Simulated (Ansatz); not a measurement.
# GaPNH (triplet): from Hartree-Fock to the top rungs at distance Ga1–N2 = 2.555 Å, cc-pVDZ

An exercise on one series of results from a longer session: the logs are not shown, and one member is left open.

The runs use Ansatz 0.2.0, Gaussian basis; cc-pVDZ, core rule «outside noble gas», up to 20 orbitals frozen.

To be run: UHF; CCSD(T) on ROHF; CCSD(T) on UHF; BCCD(T) on ROHF; CISD; CCSDT(Q) on ROHF; CCSDT(Q) on UHF; CASSCF and MRCISD+Q, 4 electrons in 4 orbitals; CASSCF and NEVPT2, 4 electrons in 4 orbitals.

31 further runs of the same task are left out: 6 for a known fault of the program, 1 for a mislabelled method, 21 that didn't finish, 3 set aside as unsound or not needed.

**The system**

The geometry derives from a PBE0/def2-TZVP stationary point (not a proven minimum). One bond is set to the value named and the two fragments are kept rigid. No spin-orbit coupling is included. The filled d shell of Ga may be among the frozen orbitals whatever the setting's name suggests; the logs give the count.

4 atoms, charge 0, spin multiplicity 3.

Atoms are counted from 1 here; the program's logs count them from 0.

Bond lengths: Ga1–H4 1.580 Å, N2–P3 1.530 Å.

Coordinates:

```xyz
4

Ga    0.00001   -0.41808    1.41877
N    -0.00006   -0.15254   -1.12240
P     0.00000   -0.28802   -2.64614
H     0.00005    0.85864    2.34976
```

Set-up of the first run:

File in.yaml:

```yaml
crystal:
  periodic: [false, false, false]
  atoms:
    - {symbol: Ga, position_ang: [0.000010, -0.418085, 1.418768]}
    - {symbol: N, position_ang: [-0.000057, -0.152535, -1.122395]}
    - {symbol: P, position_ang: [0.000000, -0.288022, -2.646137]}
    - {symbol: H, position_ang: [0.000046, 0.858642, 2.349764]}
basis:
  gaussian: {orbitals: cc-pVDZ}
magnetization: {spin_polarized: true, initial_magnetization: 2}
hamiltonian: {xc: hf}
output: {orbitals: {seedname: orbitals}}
```

The run is started by

```
$ ansatz run in.yaml --threads 1 --pin off --events-out ev --progress --plain --max-ram 2393MiB
```

Among the steps run: UHF; CCSD(T) on ROHF; CCSD(T) on UHF; BCCD(T) on ROHF; CISD; CCSDT(Q) on ROHF; CCSDT(Q) on UHF; CASSCF and MRCISD+Q, 4 electrons in 4 orbitals; CASSCF and NEVPT2, 4 electrons in 4 orbitals.

One of the session's tables, all rows but one given; the rest of the session is left out.

```
       method  from RCCSDT(Q) (kcal/mol)
         ROHF                    +236.82
          UHF                          ?
         RMP2                     +21.75
         UMP2                     +57.86
        RCCSD                     +14.33
        UCCSD                     +14.29
     RCCSD(T)                      +2.32
     UCCSD(T)                      +3.87
      BCCD(T)                      +2.21
       RCCSDT                      +1.97
       UCCSDT                      +1.65
    RCCSDT(Q)                          0
    UCCSDT(Q)                      -0.30
  CASSCF pair                    +215.26
  NEVPT2 pair                     +27.71
  MRCISD pair                     +35.25
MRCISD+Q pair                      +9.11
```

Q: Estimate the row for UHF from the others.

As computed: from RCCSDT(Q) (kcal/mol): +223.13. In the column «from RCCSDT(Q) (kcal/mol)» it lies between CASSCF pair (+215.26) and ROHF (+236.82).

Not comparable, so not listed: CISD (they don't share determinant, frozen orbitals or solution with the rows shown, or repeat one).

Limits of these values: The determinant is far from a pure spin state, so its energy mixes those of several spin states (harmless only where they are near-degenerate, as at dissociation). Restricted and unrestricted rows rest on different reference determinants; where their highest levels disagree by more than a few hundredths of an eV, they describe different states and don't form one ladder.
